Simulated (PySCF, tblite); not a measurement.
# C4H6BrGeN: geometry, infrared bands and NMR shifts

Aim: predict the infrared bands and NMR shifts of C4H6BrGeN (`[NH2][Ge@H]1[CH]=CC(Br)=[CH]1`).

The runs use tblite 0.8.0 and PySCF 2.14.0, with density-fitted response routines of our own; the level of theory stands in each step. All values are computed, except where a source is named. Atoms count from 0, in the outputs and in this text.

## 1. The starting structure

13 atoms, charge 0, multiplicity 1; geometry from: force field or distance geometry start.

Bonds of the start (Å): N0–Ge1 1.84, Ge1–C2 1.92, C2–C3 1.32, C3–C4 1.42, C4–Br5 1.96, C4–C6 1.31, C6–Ge1 1.93, N0–H7 1.04, N0–H8 1.04, Ge1–H9 1.52, C2–H10 1.08, C3–H11 1.12, C6–H12 1.06.

## 2. Optimising the geometry with GFN2-xTB

Job settings and geometry (Å):

```
{"job": {"kind": "relax", "xc": "GFN2-xTB", "basis": "xTB"}, "charge": 0, "multiplicity": 1}
N      2.376400    -0.002200    -0.330500
Ge     0.892800     0.223100     0.738400
C     -0.329300     1.424300    -0.136600
C     -1.406300     0.728100    -0.447000
C     -1.451400    -0.640300    -0.088200
Br    -3.003200    -1.765400    -0.504500
C     -0.421500    -1.177200     0.515300
H      2.797200    -0.946000    -0.181400
H      2.091000     0.051500    -1.331300
H      1.165200     0.574500     2.194300
H     -0.162000     2.468400    -0.338300
H     -2.256300     1.238100    -0.963000
H     -0.297000    -2.176500     0.855200
```

On the command line:

```console
> OMP_NUM_THREADS=1 python probes_run.py task.json out
```

This one command runs all jobs of the session in turn.

**Question.** This job is followed by: GFN2-xTB harmonic vibrations, gas phase; GIAO PBE0/pcSseg-1 NMR shielding, non-relativistic, gas phase. What will the session give for the following? strongest single infrared mode (GFN2-xTB); zero-point energy (GFN2-xTB); 13C shifts against TMS (PBE0/pcSseg-1); 1H shifts against TMS (PBE0/pcSseg-1, means over atoms taken as alike); 15N shifts against NH3 (PBE0/pcSseg-1); 73Ge shifts against GeMe4 (PBE0/pcSseg-1); 79Br shifts against HBr (PBE0/pcSseg-1).

**Answer**, as computed:

| quantity | value |
| --- | --- |
| strongest single infrared mode (GFN2-xTB) | 1958 cm⁻¹, 400 km/mol |
| zero-point energy (GFN2-xTB) | 53.2 kcal/mol |
| 13C shifts against TMS (PBE0/pcSseg-1) | 156.9, 155.0, 137.7, 136.5 ppm |
| 1H shifts against TMS (PBE0/pcSseg-1, means over atoms taken as alike) | 6.94, 6.34, 6.33, 5.28, 0.21 ppm |
| 15N shifts against NH3 (PBE0/pcSseg-1) | 6.5 ppm |
| 73Ge shifts against GeMe4 (PBE0/pcSseg-1) | -27 ppm |
| 79Br shifts against HBr (PBE0/pcSseg-1) | 684 ppm |

What this shows: Over 63 steps the energy fell by 0.324 eV; of the close pairs, C4–Br5 changed most, 1.961 to 1.913 Å. All 33 modes are real, so the xTB geometry is a minimum. The strongest single mode, at 1958 cm⁻¹, moves mainly H9. GFN2-xTB is a fitted tight-binding method: band positions and strengths are rough. Its intensities can rank the bands wrongly. C4 stands next to heavy halogen, whose spin-orbit shielding this run leaves out, so the computed shift lies too far downfield, most of all for carbon beside Br or I. At PBE0/pcSseg-1: The largest span, 1454 ppm, is at Br5, where the paramagnetic term is -1183 ppm. Spin-orbit coupling is left out, which matters for shieldings and couplings at and beside the heavy atoms.
